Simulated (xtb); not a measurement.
# C2H4NSi− (SMILES N#CC[SiH2-]) at GFN2-xTB

Aim: a structure relaxation of C2H4NSi−. 

The results are computed with xtb 6.7.1 later snapshot.

2 further runs of the same task are left out: 2 set aside as unsound or not needed.

**1. The structure to begin with**

C2H4NSi− has 8 atoms, charge -1, and is taken as a singlet. As SMILES, `N#CC[SiH2-]`. All atoms were displaced at random from a relaxed shape. The run starts from this shape.

Bond lengths: N1–C2 1.204 Å, C2–C3 1.390 Å, C3–Si4 1.980 Å, C3–H5 1.058 Å, C3–H6 1.135 Å, Si4–H7 1.619 Å, Si4–H8 1.464 Å. Angles: N1–C2–C3 172.9°, C2–C3–Si4 106.3°, C2–C3–H5 109.1°, C2–C3–H6 109.7°, Si4–C3–H5 112.1°, Si4–C3–H6 106.1°, C3–Si4–H7 94.5°, C3–Si4–H8 95.5°, H5–C3–H6 113.3°, H7–Si4–H8 99.4°.

**2. A structure relaxation at GFN2-xTB**

xcontrol

```
$opt
   hessian=lindh
$end
```

input.xyz

```xyz
8
C2H4NSi
N      1.13544    -0.01086     2.33736
C      0.64732     0.29581     1.27999
C      0.21348     0.56357    -0.01319
Si    -1.22612    -0.74003    -0.39819
H      1.02932     0.46387    -0.67982
H     -0.27262     1.58883    -0.04825
H     -1.26084    -0.42672    -1.98623
H     -0.35258    -1.91502    -0.40507
```

The run is started by

```
$ xtb input.xyz --input xcontrol --opt tight --gfn 2 --chrg -1 --uhf 0 > run.log 2> xtb.err
```

What values should one expect? Wanted: total energy at the end; HOMO energy; LUMO energy; HOMO–LUMO gap; dispersion energy; mean polarisability.

**Answer.** As computed:

Level: GFN2-xTB.

| quantity | value |
| --- | --- |
| total energy at the end | -11.06111 Eh |
| HOMO energy | -2.51 eV |
| LUMO energy | -0.36 eV |
| HOMO–LUMO gap | 2.15 eV |
| dispersion energy | -16.71 kJ/mol |
| mean polarisability (D4 model) | 72.8 bohr³ |

In words: At the final geometry: Bond lengths: N1–C2 1.155 Å, C2–C3 1.400 Å, C3–Si4 1.970 Å, C3–H5 1.096 Å, C3–H6 1.093 Å, Si4–H7 1.495 Å, Si4–H8 1.485 Å. Angles: N1–C2–C3 177.4°, C2–C3–Si4 111.0°, C2–C3–H5 109.3°, C2–C3–H6 110.2°, Si4–C3–H5 110.4°, Si4–C3–H6 107.1°, C3–Si4–H7 96.6°, C3–Si4–H8 99.6°, H5–C3–H6 108.9°, H7–Si4–H8 100.2°. The optimisation took 11 steps and changed the energy by -0.281 eV.
